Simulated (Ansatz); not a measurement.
# PtSe2 (P-3m1): equation of state

An exercise on one series of results from a longer session: the logs are not shown, and one member is left open.

The COD entry's cell or inner coordinates are ideal or old and differ from later refinements, so a difference from it is no clean test against experiment.

Computed with Ansatz 0.2.0 (DFT r²SCAN, scalar-relativistic, plane waves, PAW, unless a step's input says otherwise).

The runs add the D3(BJ) dispersion term to the functional named.

## The starting structure

Symmetry: P-3m1, No. 164, trigonal system. The conventional cell has a = 3.729 Å, b = 3.729 Å, c = 5.238 Å, α = 90.00°, β = 90.00°, γ = 120.00°. Around Pt (site symmetry -3m) lie 6 Se at 2.51 Å. Around Se (site symmetry 3m) lie 3 Pt at 2.51 Å.

Coordinates:

```
CELL_PARAMETERS angstrom
3.72940 0.00000 0.00000
-1.86470 3.22975 0.00000
0.00000 0.00000 5.23817
ATOMIC_POSITIONS crystal
Pt 0.00000 0.00000 0.00000
Se 0.33333 0.66667 0.24737
Se 0.66667 0.33333 0.75263
```

This cell comes from an earlier session at r²SCAN: 21.031 Å³/atom at -0.02 GPa, on a 10×10×8 mesh.

Volume factors to run: 0.980, 1.020, 0.960, 1.040.

The first run:

input.yaml

```yaml
crystal:
  lattice:
    - [3.7043673073, 0.0, 0.0]
    - [-1.8521836537, 3.2080761931, 0.0]
    - [0.0, 0.0, 5.2030119014]
  atoms:
    - { symbol: Pt, position: [0.0, 0.0, 0.0] }
    - { symbol: Se, position: [0.3333333333, 0.6666666667, 0.2473673332] }
    - { symbol: Se, position: [0.6666666667, 0.3333333333, 0.7526326668] }
basis:
  ecutwfc: 500
  ecutrho_ratio: 4
kpoints:
  mp_grid: { grid: [10, 10, 8] }
hamiltonian:
  xc: r2scan
  dispersion: d3bj
scf:
  occupations: { method: gaussian, width: 0.05 }
output:
  forces: true
  stress: true
  eigenvalues: true
relax:
  f_tol: 0.01
  max_steps: 40
  cell: { stress_tol: 0.1, fix: [volume] }
```

On the command line:

```console
$ ansatz run input.yaml --threads 4 --pin off --max-ram 10240MiB --backend cpu --events-out ev --progress --plain --runs-dir out
```

Steps of the session up to this table: Volume × 0.980; Scaling the volume by 1.020; At 0.960 of the relaxed volume; At 1.040 of the relaxed volume.

One table of the session follows, with a row left open; its other results are not shown here.

It belongs to the step «Energy and pressure against volume». 

```
volume (Å³/atom)  energy (meV/atom)  pressure (GPa)
          20.190               2.65            1.17
          20.611               0.59            0.48
          21.031               0.00           -0.02
          21.452                  ?               ?
          21.873               1.87           -0.77
```

Estimate the missing values for volume (Å³/atom) = 21.452.

Worked estimate for «energy (meV/atom)». A straight line through the neighbours (21.031, 0.00) and (21.873, 1.87) gives 0.00 + (1.87 − 0.00) × (21.452 − 21.031) / (21.873 − 21.031) = 0.94; a parabola fitted to 3 rows on both sides gives 0.43.

As computed: energy (meV/atom): 0.46; pressure (GPa): -0.44. In «energy (meV/atom)» the line misses by +0.48 and the parabola by -0.03.

Caveats from the session: Warnings in the runs' records: dispersion damping borrowed.
